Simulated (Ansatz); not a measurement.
# HfZr2Si3: the cost of one run

Computed with Ansatz 0.2.0 (DFT PBE, scalar-relativistic, plane waves, PAW, unless a step's input says otherwise).

## (1) The starting structure

The structure is hexagonal, space group P6/mmm (No. 191). Conventional cell: a = 7.772 Å, b = 7.772 Å, c = 4.072 Å, α = 90.00°, β = 90.00°, γ = 120.00°. Zr (site symmetry mmm) is surrounded by 4 Hf at 3.03 Å and 8 Si at 3.04 Å. Zr (site symmetry 6/mmm) is surrounded by 12 Si at 3.00 Å. Around Hf (site symmetry -6m2) lie 3 Si at 2.28 Å. Si (site symmetry mm2) has 2 Si at 2.20 Å and 1 Hf at 2.28 Å and 6 Zr at 3.00 to 3.04 Å as nearest neighbours.

As a file:

```cif
data_structure
_symmetry_space_group_name_H-M 'P6/mmm'
_symmetry_Int_Tables_number 191
_cell_length_a 7.7716
_cell_length_b 7.7716
_cell_length_c 4.0721
_cell_angle_alpha 90.000
_cell_angle_beta 90.000
_cell_angle_gamma 120.000
_cell_volume 212.99
loop_
_atom_site_label
_atom_site_type_symbol
_atom_site_symmetry_multiplicity
_atom_site_Wyckoff_symbol
_atom_site_fract_x
_atom_site_fract_y
_atom_site_fract_z
_atom_site_occupancy
Zr1 Zr 3 f 0.50000 0.00000 0.00000 1
Zr2 Zr 1 a 0.00000 0.00000 0.00000 1
Hf1 Hf 2 d 0.33333 0.66667 0.50000 1
Si1 Si 6 m 0.16376 0.32752 0.50000 1
```

A structure generator made this guess: species swapped into a database cell of Eu2Si3Pd (P6/mmm, No. 191), with Zr on the Eu sites and Hf on the Pd sites. Lengths come from tabulated atomic sizes and are only a guess.

## (2) A first look at the guess

input.yaml

```yaml
crystal:
  lattice:
    - [7.77156061, 0.0, 0.0]
    - [-3.88578031, 6.73036892, 0.0]
    - [0.0, 0.0, 4.07206349]
  atoms:
    - { symbol: Zr, position: [0.5, 0.0, 0.0] }
    - { symbol: Zr, position: [0.5, 0.5, 0.0] }
    - { symbol: Zr, position: [0.0, 0.5, 0.0] }
    - { symbol: Zr, position: [0.0, 0.0, 0.0] }
    - { symbol: Hf, position: [0.33333333, 0.66666667, 0.5] }
    - { symbol: Hf, position: [0.66666667, 0.33333333, 0.5] }
    - { symbol: Si, position: [0.16375999, 0.32751998, 0.5] }
    - { symbol: Si, position: [0.83624001, 0.16375999, 0.5] }
    - { symbol: Si, position: [0.67248002, 0.83624001, 0.5] }
    - { symbol: Si, position: [0.83624001, 0.67248002, 0.5] }
    - { symbol: Si, position: [0.16375999, 0.83624001, 0.5] }
    - { symbol: Si, position: [0.32751998, 0.16375999, 0.5] }
basis:
  ecutwfc: 420
kpoints:
  mp_grid: { grid: [3, 3, 4] }
hamiltonian:
  xc: pbe
scf:
  occupations: { method: gaussian, width: 0.1 }
  lower_state_search: "off"
output:
  forces: true
  stress: true
  eigenvalues: true
```

Launch:

```console
$ ansatz run input.yaml --threads 1 --pin off --max-ram 2560MiB --backend cpu --events-out ev --progress --plain --runs-dir out
```

Q: Estimate wall time and peak memory on 1 thread of Arm Neoverse V2, shared host.

About 9.8 s, with a peak of 0.52 GiB.
